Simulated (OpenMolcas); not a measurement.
# SiBr3Cl (SMILES Cl[Si](Br)(Br)Br) at BPW91/aug-cc-pVDZ (RICD fitting)

What is the vertical electron affinity of SiBr3Cl at BPW91/aug-cc-pVDZ (RICD fitting)? 

Program for the calculation: OpenMolcas 26.06.

## (1) The system as given

SiBr3Cl: 5 atoms, total charge 0, spin state singlet. As SMILES, `Cl[Si](Br)(Br)Br`. Geometry: relaxed at GFN2-xTB.

Bond lengths: Cl1–Si2 2.005 Å, Si2–Br3 2.204 Å, Si2–Br4 2.203 Å, Si2–Br5 2.204 Å. Angles: Cl1–Si2–Br3 111.6°, Cl1–Si2–Br4 112.5°, Cl1–Si2–Br5 112.0°, Br3–Si2–Br4 106.6°, Br3–Si2–Br5 107.6°, Br4–Si2–Br5 106.2°.

## (2) A single-point energy at BPW91/aug-cc-pVDZ (RICD fitting)

input.xyz

```xyz
5

Cl    -0.784090    -0.180200     1.940390
Si    -0.033890    -0.007670     0.088540
Br     1.704550    -1.329530    -0.209680
Br    -1.500670    -0.534960    -1.468170
Br     0.614100     2.052350    -0.351080
```

job.inp

```
* Br3ClSi Kohn-Sham DFT

&GATEWAY
 BasLib=$CurrDir
 Coord=input.xyz
 Basis=aug-cc-pVDZ
 Group=NoSym
 RICD

&SEWARD
 GridInput
 Grid=Coarse
 End of Grid

&SCF
 KSDFT=2
 1.0 GGA_X_B88
 1.0 GGA_C_PW91
 PrOrbitals=1 1
```

The basis set aug-cc-pVDZ is read from a file made from the Basis Set Exchange's data (not shown).

On the command line:

```console
export MOLCAS_MEM=1860
pymolcas job.inp > job.log
```

The program printed:

```text
--- Start Module: gateway ---
[...]
--- Stop Module: gateway /rc=_RC_ALL_IS_WELL_ ---
--- Start Module: seward ---
[...]
      Basis functions          162
--- Stop Module: seward /rc=_RC_ALL_IS_WELL_ ---
[...]
--- Start Module: scf ---
[...]
       Convergence after  12 Iterations
[...]
::    Total KS-DFT energy                           -8472.8476674568
[...]
      Total spin, S                                     0.0000000000
[...]
      Total electronic charge=  136.000000
      Total            charge=   -0.000000
[...]
      Dipole Moment (debye):
      Origin of the operator (angstrom)=    0.1207    0.0277   -0.2996
                   X= -8.2742E-02               Y= -1.4868E-02               Z=  2.1017E-01           Total=  2.2636E-01
      Quadrupole Moment (debye*angstrom):
[...]
--- Stop Module: scf /rc=_RC_ALL_IS_WELL_ ---
[...]
```

Wall time 8.7 s (1 thread of AMD EPYC 7B13 (Zen 3), shared host); peak memory 0.21 GiB.

## (3) The doublet anion, same level

input.xyz is that of step 2.

job.inp

```
&GATEWAY
 BASLIB = $CurrDir
 COORD = input.xyz
 BASIS = aug-cc-pVDZ
 GROUP = NoSym
 RICD

&SEWARD
 GRIDINPUT
 Grid=Coarse
 End of Grid

&SCF
 UHF
 CHARGE = -1
 SPIN = 2
 KSDFT = 2
 1.0 GGA_X_B88
 1.0 GGA_C_PW91
 PRORBITALS = 1 1
```

The basis set aug-cc-pVDZ is read from a file made from the Basis Set Exchange's data (not shown).

On the command line:

```console
export MOLCAS_MEM=1860
pymolcas job.inp > job.log
```

The program printed:

```text
--- Start Module: gateway ---
[...]
--- Stop Module: gateway /rc=_RC_ALL_IS_WELL_ ---
--- Start Module: seward ---
[...]
      Basis functions          162
--- Stop Module: seward /rc=_RC_ALL_IS_WELL_ ---
[...]
--- Start Module: scf ---
[...]
       Convergence after  19 Iterations
[...]
::    Total KS-DFT energy                           -8472.8599023054
[...]
      Total spin, S                                     0.5004609231
[...]
      Total electronic charge=  137.000000
      Total            charge=   -1.000000
[...]
      Dipole Moment (debye):
      Origin of the operator (angstrom)=    0.1207    0.0277   -0.2996
                   X=  5.6223E-02               Y=  1.6231E-02               Z= -2.0039E-01           Total=  2.0876E-01
      Center of Charge (angstrom)
[...]
--- Stop Module: scf /rc=_RC_ALL_IS_WELL_ ---
[...]
```

It took 13 s on 1 thread of AMD EPYC 7B13 (Zen 3), shared host; peak memory 0.22 GiB.

## (4) What came out

Level: BPW91/aug-cc-pVDZ (RICD fitting).

| quantity | value |
| --- | --- |
| singlet SiBr3Cl: total energy | -8472.84767 Eh |
| singlet SiBr3Cl: dipole moment | 0.23 D |
| singlet SiBr3Cl: HOMO energy | -7.34 eV |
| singlet SiBr3Cl: LUMO energy | -2.55 eV |
| singlet SiBr3Cl: HOMO–LUMO gap | 4.78 eV |
| doublet anion: total energy | -8472.85990 Eh |
| doublet anion: HOMO energy (highest over α and β) | 1.67 eV |
| doublet anion: LUMO energy (lowest over α and β) | 2.10 eV |
| doublet anion: ⟨S²⟩ | 0.751 |
| vertical electron affinity (to the doublet anion) | 0.333 eV |

What this shows: At fixed nuclei the extra electron is bound by 0.33 eV (7.7 kcal/mol). Mulliken charges (doublet anion) run from -0.29 on Cl1 to +0.14 on Si2; in a basis this large or diffuse they mean little. The HOMO (doublet anion) lies at positive energy, 1.67 eV; only total energies tell whether the electron is bound.
